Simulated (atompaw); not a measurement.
**Sb: generating and testing a PAW (atompaw) potential**

Do these settings give a usable potential? It is generated, then checked for scattering, ghosts and hardness.

The numbers are computed with atompaw 4.2.0.5 (PBE, scalar-relativistic, spin-unpolarised reference atom).

## Step 1: The design

Typed settings, in words:

| Item | Value |
| --- | --- |
| element | antimony (Sb, Z = 51) |
| type | PAW |
| frozen core | [Ar] 3d10 |
| valence charge | 23 |
| reference configuration | 4s2 4p6 4d10 5s2 5p3 |
| partial waves | 4s (bound): rc 1.30 bohr; 5s (bound): rc 1.25 bohr; 4p (bound): rc 1.30 bohr; 5p (bound): rc 1.30 bohr; 4d (bound): rc 1.30 bohr; 4d channel at -2.05 Ry: rc 1.30 bohr |
| local potential | ultrasoft scheme with l = 3 at 0.5 Ry, radius 1.20 bohr |
| core correction | smooth core density matched at 0.80 bohr |
| augmentation charge | besselshape compensation charge, radius 1.00 bohr; PAW radius 1.30 bohr; waves and projectors: custom polynom2 7 10 vanderbiltortho |

The outer shells as boxes (Hund's rule for the drawing; the calculation is spin-unpolarised):

```
[Ar] core
3d [↑↓][↑↓][↑↓][↑↓][↑↓]
4s [↑↓]
4p [↑↓][↑↓][↑↓]
4d [↑↓][↑↓][↑↓][↑↓][↑↓]
5s [↑↓]
5p [↑ ][↑ ][↑ ]
```

## Step 2: Generating the potential

Sb.input

```
Sb 51
GGA-PBE scalarrelativistic loggrid 1500 logderivrange -13 5 451
5 5 4 0 0 0
5 1 3
0 0 0
c
c
c
v
v
c
c
v
v
c
v
2
1.30 1.00 1.20 0.80
n
n
y
-2.05
n
custom polynom2 7 10 vanderbiltortho besselshape
3 0.5 ultrasoft
1.30
1.25
1.30
1.30
1.30
1.30
PWSCFOUT
UPFDX 0.0125d0 UPFXMIN -7.d0 UPFZMESH 51.d0
END
```

Run with:

```sh
$ atompaw < Sb.input > Sb.log
```

Q: Predict the outcome of this session. Wanted: cutoffs for 10 and 1 mRy, occupied levels; bound ghosts; largest phase difference near zero energy, channels read; lowest eigenvalue of the overlap; share of valence orbitals outside the PAW sphere; UPF file.

The runs gave:

| quantity | value |
| --- | --- |
| cutoffs for 10 and 1 mRy, occupied levels | over 300 Ry and over 300 Ry |
| bound ghosts | none found |
| largest phase difference near zero energy, channels read | 0.001 rad |
| lowest eigenvalue of the overlap (Bessel basis) | 0.808 (p) |
| share of valence orbitals outside the PAW sphere | 4s 4 %, 5s 92 %, 4p 8 %, 5p 96 %, 4d 22 % |
| UPF file | written |

**Reading.** It counts as very hard, with over 300 Ry needed at the looser tolerance. The slowest occupied level is 4d: taken alone it needs over 300 Ry to come within 1 mRy, against 300 Ry for 4p. It is free of bound ghosts as far as tested. Near zero energy the phases of the channels with partial waves agree within 0.001 rad. All of this concerns the isolated atom, not yet a solid.
